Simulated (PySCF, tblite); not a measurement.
# C₂H₃Ge radical: geometry, infrared bands and EPR parameters

What infrared bands and EPR parameters should C₂H₃Ge radical (`C#[C][GeH2]`) show?

Programs: tblite 0.8.0 and PySCF 2.14.0, with density-fitted response routines of our own. Each step states its level of theory. These are calculated values for one molecule in the gas phase, unless marked as measured. Atoms are numbered from 0 throughout.

## Step 1: The starting structure

6 atoms, charge 0, multiplicity 2; geometry from: force field or distance geometry start.

Bonds of the start (Å): C0–C1 1.22, C1–Ge2 1.88, C0–H3 1.05, Ge2–H4 1.55, Ge2–H5 1.55.

## Step 2: Geometry optimisation with GFN2-xTB

Job settings and geometry (Å):

```
{"job": {"kind": "relax", "xc": "GFN2-xTB", "basis": "xTB"}, "charge": 0, "multiplicity": 2}
C      1.738000    -0.199100     0.402100
C      0.560400    -0.169800     0.081700
Ge    -1.254800    -0.143100    -0.394600
H      2.750700    -0.208000     0.668100
H     -1.657100     1.296800    -0.815800
H     -2.134100    -0.574900     0.809900
```

Started as:

```sh
$ OMP_NUM_THREADS=1 python probes_run.py task.json out
```

The driver reads the jobs from task.json and runs them one after another.

**Question.** This job is followed by: GFN2-xTB harmonic vibrations, gas phase; UKS B3LYP, def2-TZVP-core on Ge, pcH-1 on C H, non-relativistic, mean-field spin-orbit, GIAO. What will the session give for the following? strongest single infrared mode (GFN2-xTB); zero-point energy (GFN2-xTB); g(iso) (B3LYP); ⟨S²⟩; largest a(iso) (averaged by class); potential on the surface of density 0.002 e/bohr³, 1st and 99th percentile.

As calculated:

| quantity | value |
| --- | --- |
| strongest single infrared mode (GFN2-xTB) | 1714 cm⁻¹, 787 km/mol |
| zero-point energy (GFN2-xTB) | 18.5 kcal/mol |
| g(iso) (B3LYP) | 2.01130 |
| ⟨S²⟩ | 0.754 (exact 0.75) |
| largest a(iso) (averaged by class) | 73Ge on Ge2, -284.4 MHz |
| potential on the surface of density 0.002 e/bohr³, 1st and 99th percentile | -0.76 V and 1.56 V |

What this shows: Over 24 steps the energy fell by 0.113 eV; of the close pairs, C1–Ge2 changed most, 1.877 to 1.913 Å. All 12 modes are real, so the xTB geometry is a minimum. The strongest single mode, at 1714 cm⁻¹, moves mainly H4 and H5. GFN2-xTB is a fitted tight-binding method: band positions and strengths are rough. Its intensities can rank the bands wrongly. Most of the unpaired spin sits on Ge2 (0.77 e). The isotropic g lies 9.0 ppt above the free-electron value. The hyperfine terms hold no scalar relativity, which the heavier nuclei need. The conformer search found further structures of the same energy, which may be mirror or relabelled copies of this one.
